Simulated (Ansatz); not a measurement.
# H₂ + CH₄N radical: a complex and its separated parts, part 2 of 2

Ansatz 0.2.0, Gaussian basis. The steps go on from the part before.

## Step 13: CAM-B3LYP-D4/def2-TZVPP

The inputs:

parta/in.yaml

```yaml
crystal:
  periodic: [false, false, false]
  atoms:
    - {symbol: H, position_ang: [-1.701290, -0.962183, 1.173907]}
    - {symbol: H, position_ang: [-1.827840, -1.392525, 1.770204]}
basis:
  gaussian: {orbitals: def2-TZVPP}
hamiltonian: {xc: {name: CAM-B3LYP}, dispersion: d4}
```

partb/in.yaml

```yaml
crystal:
  periodic: [false, false, false]
  atoms:
    - {symbol: N, position_ang: [-0.513418, 0.426807, -0.663996]}
    - {symbol: C, position_ang: [0.850246, 0.258365, -0.269471]}
    - {symbol: H, position_ang: [-0.510484, 1.014435, -1.503450]}
    - {symbol: H, position_ang: [0.921073, -0.362098, 0.625625]}
    - {symbol: H, position_ang: [1.334318, 1.225931, -0.064725]}
    - {symbol: H, position_ang: [1.447294, -0.208732, -1.068094]}
basis:
  gaussian: {orbitals: def2-TZVPP}
magnetization: {spin_polarized: true, initial_magnetization: 1}
hamiltonian: {xc: {name: CAM-B3LYP}, dispersion: d4}
```

One command serves all of them, each in its own folder.

Run with:

```bash
ansatz run in.yaml --threads 2 --pin off --events-out ev --progress --plain --max-ram 4352MiB
```

Output in parta (excerpt; [...] marks lines left out):

```text
Functional definition: CAM-B3LYP
  name "CAM-B3LYP"
  cite "Yanai, Tew & Handy, Chem. Phys. Lett. 393, 51 (2004) doi:10.1016/j.cplett.2004.06.011"
  cite "Iikura, Tsuneda, Yanai & Hirao, J. Chem. Phys. 115, 3540 (2001) doi:10.1063/1.1383587"
  cite "Becke, Phys. Rev. A 38, 3098 (1988) doi:10.1103/PhysRevA.38.3098"
  cite "Lee, Yang & Parr, Phys. Rev. B 37, 785 (1988) doi:10.1103/PhysRevB.37.785"
[...]
  # Exact exchange under (alpha + beta erf(omega r))/r, Becke's under what is left of 1/r.
[...]
118 factors; their error is unknown
42 factors; integrals over basis functions are off by at most 6.3e-5 eV
[...]
mean field -31.88030383 eV, -1.1715795565 hartree, gradient 6.4e-5 eV, S^2 0.000000; 0 other end points of the search recorded, 0 dependent functions left out
reference -31.88037377 eV, -1.1715821267 hartree; 1, 1 occupied and 27, 27 virtual orbitals, 118 factors
Total energy: -31.88188717 eV, -1.1716377433 hartree
```

Log of partb (excerpt; [...] marks lines left out):

```text
[... 6 set-up lines as earlier in the session ...]
[...]
  # Exact exchange under (alpha + beta erf(omega r))/r, Becke's under what is left of 1/r.
[...]
571 factors; their error is unknown
162 factors; integrals over basis functions are off by at most 8.8e-6 eV
[...]
mean field -2590.01268918 eV, -95.1812107539 hartree, gradient 6.4e-5 eV, S^2 0.754068; 0 other end points of the search recorded, 0 dependent functions left out
reference -2590.01278459 eV, -95.1812142599 hartree; 9, 8 occupied and 109, 110 virtual orbitals, 571 factors
Total energy: -2590.04889821 eV, -95.1825414110 hartree
```

Times: 0.15 s (parta), 1.4 s (partb) on 2 threads of Arm Neoverse V1, shared host.

## Step 14: wB97X-V/def2-TZVPP

The same edit goes into each in.yaml of step 13 (parta, partb):

```diff
-hamiltonian: {xc: {name: CAM-B3LYP}, dispersion: d4}
+hamiltonian: {xc: {name: wB97X-V}}
```

The same command starts each run, in its folder.

Run with:

```bash
ansatz run in.yaml --threads 2 --pin off --events-out ev --progress --plain --max-ram 4352MiB
```

Log of parta (excerpt; [...] marks lines left out):

```text
Functional definition: wB97X-V
  name "wB97X-V"
  cite "Mardirossian & Head-Gordon, Phys. Chem. Chem. Phys. 16, 9904 (2014) doi:10.1039/C3CP54374A"
[... 2 set-up lines as earlier in the session ...]
[...]
      + integral(e_c_pw_opposite_spin*poly(b97_u_opposite, cos0, cos1)) + vv10(b, c)
118 factors; their error is unknown
42 factors; integrals over basis functions are off by at most 3.0e-5 eV
[...]
mean field -31.90859957 eV, -1.1726194058 hartree, gradient 8.8e-5 eV, S^2 0.000000; 0 other end points of the search recorded, 0 dependent functions left out
reference -31.90859857 eV, -1.1726193690 hartree; 1, 1 occupied and 27, 27 virtual orbitals, 118 factors
Total energy: -31.90859857 eV, -1.1726193690 hartree
```

partb printed (excerpt; [...] marks lines left out):

```text
[... 5 set-up lines as earlier in the session ...]
[...]
      + integral(e_c_pw_opposite_spin*poly(b97_u_opposite, cos0, cos1)) + vv10(b, c)
571 factors; their error is unknown
153 factors; integrals over basis functions are off by at most 1.2e-5 eV
[...]
mean field -2590.42604958 eV, -95.1964014680 hartree, gradient 7.6e-5 eV, S^2 0.753733; 0 other end points of the search recorded, 0 dependent functions left out
reference -2590.42604821 eV, -95.1964014178 hartree; 9, 8 occupied and 109, 110 virtual orbitals, 571 factors
Total energy: -2590.42604821 eV, -95.1964014178 hartree
```

Wall times: 0.25 s (parta), 3.7 s (partb) on 2 threads of Arm Neoverse V1, shared host.

## Step 15: wB97M-V/def2-TZVPP

Each input of step 14 (parta, partb) changes in the same lines:

```diff
-hamiltonian: {xc: {name: wB97X-V}}
+hamiltonian: {xc: {name: wB97M-V}}
```

One command serves all of them, each in its own folder.

Run with:

```bash
ansatz run in.yaml --threads 2 --pin off --events-out ev --progress --plain --max-ram 4352MiB
```

parta printed (excerpt; [...] marks lines left out):

```text
Functional definition: wB97M-V
  name "wB97M-V"
  cite "Mardirossian & Head-Gordon, J. Chem. Phys. 144, 214110 (2016) doi:10.1063/1.4952647"
[... 2 set-up lines as earlier in the session ...]
  # Of w^i u^j: cxij and so on, Table III.
[...]
  gx(w, u) = 1 - cx + cx01*u + cx10*w
[...]
      + integral(e_c_pw_mod_opposite_spin*gos(b97_w_opposite, b97_u_opposite)) + vv10(b, c)
118 factors; their error is unknown
42 factors; integrals over basis functions are off by at most 3.0e-5 eV
[...]
mean field -31.60111352 eV, -1.1613195020 hartree, gradient 7.3e-6 eV, S^2 0.000000; 0 other end points of the search recorded, 0 dependent functions left out
reference -31.60113778 eV, -1.1613203934 hartree; 1, 1 occupied and 27, 27 virtual orbitals, 118 factors
Total energy: -31.60113778 eV, -1.1613203934 hartree
```

partb printed (excerpt; [...] marks lines left out):

```text
[... 5 set-up lines as earlier in the session ...]
  # Of w^i u^j: cxij and so on, Table III.
[...]
  gx(w, u) = 1 - cx + cx01*u + cx10*w
[...]
      + integral(e_c_pw_mod_opposite_spin*gos(b97_w_opposite, b97_u_opposite)) + vv10(b, c)
571 factors; their error is unknown
153 factors; integrals over basis functions are off by at most 1.2e-5 eV
[...]
mean field -2589.87822162 eV, -95.1762691621 hartree, gradient 2.7e-5 eV, S^2 0.753612; 0 other end points of the search recorded, 0 dependent functions left out
reference -2589.87825580 eV, -95.1762704180 hartree; 9, 8 occupied and 109, 110 virtual orbitals, 571 factors
Total energy: -2589.87825580 eV, -95.1762704180 hartree
```

Times: 0.25 s (parta), 4.2 s (partb) on 2 threads of Arm Neoverse V1, shared host.

## Step 16: B2PLYP/def2-TZVPP

The same edit goes into each in.yaml of step 15 (parta, partb):

```diff
-hamiltonian: {xc: {name: wB97M-V}}
+hamiltonian: {xc: {name: B2PLYP}}
```

One command serves all of them, each in its own folder.

Run with:

```bash
ansatz run in.yaml --threads 2 --pin off --events-out ev --progress --plain --max-ram 4352MiB
```

parta printed (excerpt; [...] marks lines left out):

```text
Functional definition: B2PLYP
  name "B2PLYP"
  cite "Grimme, J. Chem. Phys. 124, 034108 (2006) doi:10.1063/1.2148954"
[... 2 set-up lines as earlier in the session ...]
[...]
145 factors; integrals over basis functions are off by at most 7.3e-4 eV
[...]
mean field -31.55848991 eV, -1.1597531131 hartree, gradient 1.0e-6 eV, S^2 0.000000; 0 other end points of the search recorded, 0 dependent functions left out
reference -31.55857932 eV, -1.1597563990 hartree; 1, 1 occupied and 27, 27 virtual orbitals, 145 factors
second order -1.02366624 eV of doubles, -0.00000000 eV of singles
Total energy: -31.83496921 eV, -1.1699135400 hartree
```

partb printed (excerpt; [...] marks lines left out):

```text
[... 5 set-up lines as earlier in the session ...]
[...]
690 factors; integrals over basis functions are off by at most 1.0e-3 eV
[...]
mean field -2585.85944696 eV, -95.0285819171 hartree, gradient 4.3e-6 eV, S^2 0.756359; 0 other end points of the search recorded, 0 dependent functions left out
2 core orbitals not correlated: weight in the atoms' cores, before any rotation towards them, 1.000 or more for the frozen orbitals, at most 0.000 for the correlated occupied ones
reference -2585.85956970 eV, -95.0285864281 hartree; 7, 6 occupied and 109, 110 virtual orbitals, 690 factors
second order -11.66043558 eV of doubles, -0.00000000 eV of singles
Total energy: -2589.00788731 eV, -95.1442849661 hartree
```

Times: 0.15 s (parta), 2.1 s (partb) on 2 threads of Arm Neoverse V1, shared host.

## Step 17: PBE-QIDH/def2-TZVPP

Each input of step 16 (parta, partb) changes in the same lines:

```diff
-hamiltonian: {xc: {name: B2PLYP}}
+hamiltonian: {xc: {name: PBE-QIDH}}
```

One command serves all of them, each in its own folder.

Run with:

```bash
ansatz run in.yaml --threads 2 --pin off --events-out ev --progress --plain --max-ram 4352MiB
```

Log of parta (excerpt; [...] marks lines left out):

```text
Functional definition: PBE-QIDH
  name "PBE-QIDH"
  cite "Brémond, Sancho-García, Pérez-Jiménez & Adamo, J. Chem. Phys. 141, 031101 (2014) doi:10.1063/1.4890314"
[... 1 set-up line as earlier in the session ...]
[...]
145 factors; integrals over basis functions are off by at most 7.3e-4 eV
[...]
mean field -31.52724931 eV, -1.1586050422 hartree, gradient 1.4e-6 eV, S^2 0.000000; 0 other end points of the search recorded, 0 dependent functions left out
reference -31.52725573 eV, -1.1586052781 hartree; 1, 1 occupied and 27, 27 virtual orbitals, 145 factors
second order -0.95920710 eV of doubles, -0.00000000 eV of singles
Total energy: -31.84699143 eV, -1.1703553483 hartree
```

partb printed (excerpt; [...] marks lines left out):

```text
[... 4 set-up lines as earlier in the session ...]
[...]
690 factors; integrals over basis functions are off by at most 1.0e-3 eV
[...]
mean field -2584.14305321 eV, -94.9655056105 hartree, gradient 6.5e-6 eV, S^2 0.757720; 0 other end points of the search recorded, 0 dependent functions left out
2 core orbitals not correlated: weight in the atoms' cores, before any rotation towards them, 1.000 or more for the frozen orbitals, at most 0.000 for the correlated occupied ones
reference -2584.14306193 eV, -94.9655059309 hartree; 7, 6 occupied and 109, 110 virtual orbitals, 690 factors
second order -10.82693160 eV of doubles, -0.00000000 eV of singles
Total energy: -2587.75203913 eV, -95.0981333967 hartree
```

Times: 0.15 s (parta), 2.4 s (partb) on 2 threads of Arm Neoverse V1, shared host.

## Step 18: RPA on PBE/def2-TZVPP

The same edit goes into each in.yaml of step 17 (parta, partb):

```diff
-hamiltonian: {xc: {name: PBE-QIDH}}
+hamiltonian: {xc: pbe}
+correlation: {method: rpa}
```

Each run has its own folder and the same command.

Run with:

```bash
ansatz run in.yaml --threads 2 --pin off --events-out ev --progress --plain --max-ram 4352MiB
```

parta printed (excerpt; [...] marks lines left out):

```text
[... 4 set-up lines as earlier in the session ...]
[...]
145 factors; integrals over basis functions are off by at most 7.3e-4 eV
[...]
mean field -31.73221823 eV, -1.1661375111 hartree, gradient 1.4e-6 eV, S^2 0.000000; 0 other end points of the search recorded, 0 dependent functions left out
reference -30.80639742 eV, -1.1321142238 hartree; 1, 1 occupied and 27, 27 virtual orbitals, 145 factors
Total energy: -32.86230425 eV, -1.2076674064 hartree
```

partb printed (excerpt; [...] marks lines left out):

```text
[... 4 set-up lines as earlier in the session ...]
[...]
690 factors; integrals over basis functions are off by at most 1.0e-3 eV
[...]
mean field -2587.88041776 eV, -95.1028512244 hartree, gradient 2.6e-6 eV, S^2 0.752994; 0 other end points of the search recorded, 0 dependent functions left out
2 core orbitals not correlated: weight in the atoms' cores, before any rotation towards them, 1.000 or more for the frozen orbitals, at most 0.000 for the correlated occupied ones
reference -2574.49490150 eV, -94.6109425747 hartree; 7, 6 occupied and 109, 110 virtual orbitals, 690 factors
Total energy: -2591.36520219 eV, -95.2309146899 hartree
```

Wall times: 0.15 s (parta), 2.1 s (partb) on 2 threads of Arm Neoverse V1, shared host.

## Step 19: CCSD(T)/def2-TZVPP

Changes to parta/in.yaml since step 18:

```diff
@@ -7,3 +7,2 @@
   gaussian: {orbitals: def2-TZVPP}
-hamiltonian: {xc: pbe}
-correlation: {method: rpa}
+correlation: {method: ccsd_t}
```

Changes to partb/in.yaml since step 18:

```diff
@@ -12,3 +12,3 @@
 magnetization: {spin_polarized: true, initial_magnetization: 1}
-hamiltonian: {xc: pbe}
-correlation: {method: rpa}
+correlation: {method: ccsd_t}
+scf: {omitted_lower_state_checks: [cluster_reference]}
```

One command serves all of them, each in its own folder.

Run with:

```bash
ansatz run in.yaml --threads 2 --pin off --events-out ev --progress --plain --max-ram 4352MiB
```

Output in parta (excerpt; [...] marks lines left out):

```text
Functional definition: HF
  name "HF"
  cite "Fock, Z. Phys. 61, 126 (1930) doi:10.1007/BF01340294"
[... 1 set-up line as earlier in the session ...]
[...]
145 factors; integrals over basis functions are off by at most 7.3e-4 eV
[...]
mean field -30.82770163 eV, -1.1328971392 hartree, gradient 4.3e-7 eV, S^2 0.000000; 0 other end points of the search recorded, 0 dependent functions left out
reference -30.82770163 eV, -1.1328971392 hartree; 1, 1 occupied and 27, 27 virtual orbitals, 145 factors
second order -0.86257565 eV of doubles, -0.00000000 eV of singles
cycle   1  -1.00723158 eV  change   -1.4e-1 eV  update   2.6e-2
[...]
cycle   7  -1.07308129 eV  change    5.5e-7 eV  update   4.2e-7
perturbative correction 0.00000000 eV, 0.0000000000 hartree
Total energy: -31.90078292 eV, -1.1723321492 hartree
```

partb printed (excerpt; [...] marks lines left out):

```text
[... 4 set-up lines as earlier in the session ...]
[...]
690 factors; integrals over basis functions are off by at most 1.0e-3 eV
[...]
mean field -2575.12934783 eV, -94.6342580475 hartree, gradient 3.6e-6 eV, S^2 0.761677; 0 other end points of the search recorded, 0 dependent functions left out
[...]
reference -2575.12934783 eV, -94.6342580475 hartree; 7, 6 occupied and 109, 110 virtual orbitals, 690 factors
second order -9.63489965 eV of doubles, -0.00000000 eV of singles
cycle   1  -10.14928195 eV  change   -5.1e-1 eV  update   6.0e-2
[...]
cycle  10  -10.44828308 eV  change    3.8e-6 eV  update   8.7e-6
perturbative correction -0.35356631 eV, -0.0129933222 hartree
Total energy: -2585.93119722 eV, -95.0312186908 hartree
Checks for a lower state left out: cluster_reference
```

Times: 0.1 s (parta), 16 s (partb) on 2 threads of Arm Neoverse V1, shared host; peak memory 1.1 GiB.

## Step 20: Vibrations of H₂

Contents of vib-parta/in.yaml:

```yaml
crystal:
  periodic: [false, false, false]
  atoms:
    - {symbol: H, position_ang: [-1.701290, -0.962183, 1.173907]}
    - {symbol: H, position_ang: [-1.827840, -1.392525, 1.770204]}
basis:
  gaussian: {orbitals: def2-TZVP}
hamiltonian: {xc: pbe0, dispersion: d4}
phonons: {temperatures: {t_min: 298.15, t_max: 900, t_step: 200}}
```

Run with:

```bash
ansatz run in.yaml --threads 2 --pin off --events-out ev --progress --plain --max-ram 4352MiB
```

Standard output (excerpt; [...] marks lines left out):

```text
[... 5 set-up lines as earlier in the session ...]
[...]
88 factors; their error is unknown
[...]
mean field -31.78865267 eV, -1.1682114387 hartree, gradient 1.7e-5 eV, S^2 0.000000; 0 other end points of the search recorded, 0 dependent functions left out
[...]
reference -31.78855008 eV, -1.1682076684 hartree; 1, 1 occupied and 11, 11 virtual orbitals, 88 factors
Total energy: -31.79027510 eV, -1.1682710616 hartree
Atom 0 at    -1.701290    -0.962183     1.173907 Å, force    -0.000366    -0.001244     0.001723 eV/Å
Atom 1 at    -1.827840    -1.392525     1.770204 Å, force     0.000366     0.001244    -0.001723 eV/Å
Dipole moment:     0.000000    -0.000000     0.000000 e Å
Vibrations: 4414.23 cm⁻¹, zero-point energy 0.273648 eV
```

It took 0.25 s on 2 threads of Arm Neoverse V1, shared host.

The modes, with what each moves most:

| mode | wavenumber (cm⁻¹) | character |
| --- | --- | --- |
| 1 | 4414 | H–H stretch |

Vibrational sums (real modes only):

| T (K) | entropy (J/mol/K) | heat capacity (J/mol/K) |
| --- | --- | --- |
| 298 | 0.0 | 0.0 |
| 498 | 0.0 | 0.0 |
| 698 | 0.0 | 0.1 |
| 898 | 0.1 | 0.4 |

## Step 21: Vibrations of CH₄N radical

Contents of vib-partb/in.yaml:

```yaml
crystal:
  periodic: [false, false, false]
  atoms:
    - {symbol: N, position_ang: [-0.513418, 0.426807, -0.663996]}
    - {symbol: C, position_ang: [0.850246, 0.258365, -0.269471]}
    - {symbol: H, position_ang: [-0.510484, 1.014435, -1.503450]}
    - {symbol: H, position_ang: [0.921073, -0.362098, 0.625625]}
    - {symbol: H, position_ang: [1.334318, 1.225931, -0.064725]}
    - {symbol: H, position_ang: [1.447294, -0.208732, -1.068094]}
basis:
  gaussian: {orbitals: def2-TZVP}
magnetization: {spin_polarized: true, initial_magnetization: 1}
hamiltonian: {xc: pbe0, dispersion: d4}
phonons: {temperatures: {t_min: 298.15, t_max: 900, t_step: 200}}
```

Run with:

```bash
ansatz run in.yaml --threads 2 --pin off --events-out ev --progress --plain --max-ram 4352MiB
```

Standard output (excerpt; [...] marks lines left out):

```text
[... 5 set-up lines as earlier in the session ...]
[...]
511 factors; their error is unknown
[...]
mean field -2588.15100014 eV, -95.1127949433 hartree, gradient 3.2e-5 eV, S^2 0.754392; 0 other end points of the search recorded, 0 dependent functions left out
[...]
Atom 3 at     0.921073    -0.362098     0.625625 Å, force    -0.001135     0.000246    -0.000469 eV/Å
Atom 4 at     1.334318     1.225931    -0.064725 Å, force    -0.000668    -0.000293     0.000134 eV/Å
Atom 5 at     1.447294    -0.208732    -1.068094 Å, force    -0.000655    -0.000044     0.000313 eV/Å
Dipole moment:     0.358448     0.139282    -0.158648 e Å
Vibrations: 254.49 946.36 1007.88 1076.01 1332.48 1385.99 1469.83 1478.92 2970.59 3014.21 3113.28 3420.05 cm⁻¹, zero-point energy 1.330976 eV
```

Run time: 27 s. Hardware: 2 threads of Arm Neoverse V1, shared host.

Wavenumbers and character of the modes:

| mode | wavenumber (cm⁻¹) | character |
| --- | --- | --- |
| 1 | 254 | torsion |
| 2 | 946 | bend |
| 3 | 1008 | bend |
| 4 | 1076 | C–N stretch |
| 5 | 1332 | bend |
| 6 | 1386 | bend |
| 7 | 1470 | bend |
| 8 | 1479 | bend |
| 9 | 2971 | C–H stretch |
| 10 | 3014 | C–H stretch |
| 11 | 3113 | C–H stretch |
| 12 | 3420 | N–H stretch |

Vibrational sums (real modes only):

| T (K) | entropy (J/mol/K) | heat capacity (J/mol/K) |
| --- | --- | --- |
| 298 | 8.6 | 13.7 |
| 498 | 19.6 | 30.8 |
| 698 | 32.4 | 45.1 |
| 898 | 45.1 | 56.1 |

## Step 22: Complex less separated parts

The complex's own energies come from single points at the same levels.

Rows are in def2-TZVPP; times add the 3 runs of a level on a shared host, so small differences are noise.

| method | rung | complex less parts (kcal/mol) | from CCSD(T) (kcal/mol) | time |
| --- | --- | --- | --- | --- |
| SPW92 | LDA | -2.39 | -1.54 | 1.6 s |
| PBE-D4 | GGA | -1.42 | -0.57 | 2.7 s |
| BLYP-D4 | GGA | -0.99 | -0.14 | 2.8 s |
| r2SCAN-D4 | meta-GGA | -0.81 | +0.04 | 5.7 s |
| B97M-V | meta-GGA | -1.12 | -0.27 | 10 s |
| PBE0-D4 | hybrid | -1.22 | -0.37 | 3.2 s |
| B3LYP-D4 | hybrid | -1.04 | -0.19 | 3.2 s |
| r2SCAN0-D4 | hybrid | -0.90 | -0.05 | 5.8 s |
| BHLYP-D4 | hybrid | -1.07 | -0.22 | 3.5 s |
| CAM-B3LYP-D4 | range-separated hybrid | -1.19 | -0.34 | 3.7 s |
| wB97X-V | range-separated hybrid | -1.07 | -0.22 | 9.4 s |
| wB97M-V | range-separated hybrid | -1.05 | -0.20 | 11 s |
| B2PLYP | double hybrid | -0.70 | +0.15 | 5.4 s |
| PBE-QIDH | double hybrid | -0.86 | -0.01 | 5.5 s |
| RPA on PBE | RPA | -0.45 | +0.40 | 4.9 s |
| Hartree-Fock | wavefunction | -0.05 | +0.80 |  |
| MP2 | wavefunction | -0.85 | 0.00 |  |
| CCSD | wavefunction | -0.74 | +0.11 |  |
| CCSD(T) | wavefunction | -0.85 | 0 | 54 s |

Among the levels timed on like hardware and quicker than the yardstick, those that no quicker one beats, quickest first: SPW92 (1.6 s, -1.54 kcal/mol); PBE-D4 (2.7 s, -0.57 kcal/mol); BLYP-D4 (2.8 s, -0.14 kcal/mol); PBE-QIDH (5.5 s, -0.01 kcal/mol).

For cost: PBE-QIDH gets within 0.01 kcal/mol in 5.5 s, where CCSD(T) took 54 s; the quickest level in the cost chart, SPW92, takes 1.6 s and misses by 1.54 kcal/mol.

The complex's zero-point energy, from a separate PBE0-D4 run, is 1.665 eV.

## Step 23: What came out

The summary covers parts 1 to 2.

```
                              quantity           value
complex less parts, CCSD(T)/def2-TZVPP  -0.85 kcal/mol
                with zero-point energy  +0.55 kcal/mol
                 largest T1 diagnostic           0.013
```

What this shows: At CCSD(T) the complex lies 0.85 kcal/mol below its parts. The functionals run from PBE-QIDH, off by -0.01 kcal/mol, to SPW92, off by -1.54 kcal/mol, against CCSD(T). By rung, the mean size of the error is: LDA 1.54, GGA 0.35, meta-GGA 0.16, hybrid 0.21, range-separated hybrid 0.25, double hybrid 0.08 kcal/mol. PBE-D4 gives a relative energy 0.57 kcal/mol too low, an error of 67 % of the reference. No counterpoise was applied, and triple zeta lacks some correlation, so the CCSD(T) reference has a basis error of its own, and close matches with it are partly luck.
